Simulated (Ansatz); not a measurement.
Runs of Ansatz 0.2.0 on NbTe. The structure is hexagonal, space group P-6m2 (No. 187). The conventional cell has a = 3.703 Å, b = 3.703 Å, c = 3.694 Å, α = 90.00°, β = 90.00°, γ = 120.00°. Around Te (site symmetry -6m2) lie 6 Nb at 2.83 Å. Nb (site symmetry -6m2) is surrounded by 6 Te at 2.83 Å. The cell comes from a database or a generator and needn't be the stable form of this composition.

```csv
task,level,potentials or basis,k mesh,cutoff (eV),smearing,mesh quality,gap on the mesh (eV),pressure (GPa)
single point,PBEsol,"all-electron LAPW, scalar-relativistic",8 × 8 × 7,233,gaussian 0.1 eV,not flagged,none,-5.3
single point,RPBE,"all-electron LAPW, scalar-relativistic",8 × 8 × 7,234,gaussian 0.02 eV,not flagged,none,(b)
band structure,PBEsol,"all-electron LAPW, non-relativistic",8 × 8 × 7,234,fermi-dirac 0.05 eV,not flagged,-,-4.3
band structure,PBE,"all-electron LAPW, scalar-relativistic",8 × 8 × 7,233,fermi-dirac 0.05 eV,not flagged,-,(a)
single point,PBEsol,"all-electron LAPW, scalar-relativistic",5 × 5 × 4,233,fermi-dirac 0.03 eV,coarse,none,-5.3
band structure,LDA,"all-electron LAPW, scalar-relativistic",8 × 8 × 7,233,fermi-dirac 0.05 eV,not flagged,-,-7.5
band structure,PBEsol,"all-electron LAPW, scalar-relativistic",8 × 8 × 7,233,fermi-dirac 0.05 eV,not flagged,-,-5.2
```

Alike in all rows: no spin polarisation; cell as given; basis error allowed 0.001 eV/atom.

**Question.** Estimate the missing entries.

**Answer.** (a) -0.6; (b) 1.5.

Caveats: some runs use coarse meshes; relativity is left out, which matters for the heavier elements (some runs); the k mesh is thin for a metal, which can move the energy by tens of meV per atom (some runs).

A k mesh can miss the band edges, and the runs leave out spin-orbit coupling on Nb, Te.

A gap of «none» marks a metal or a gap under the smearing width.

Not every run made on this cell is shown here.
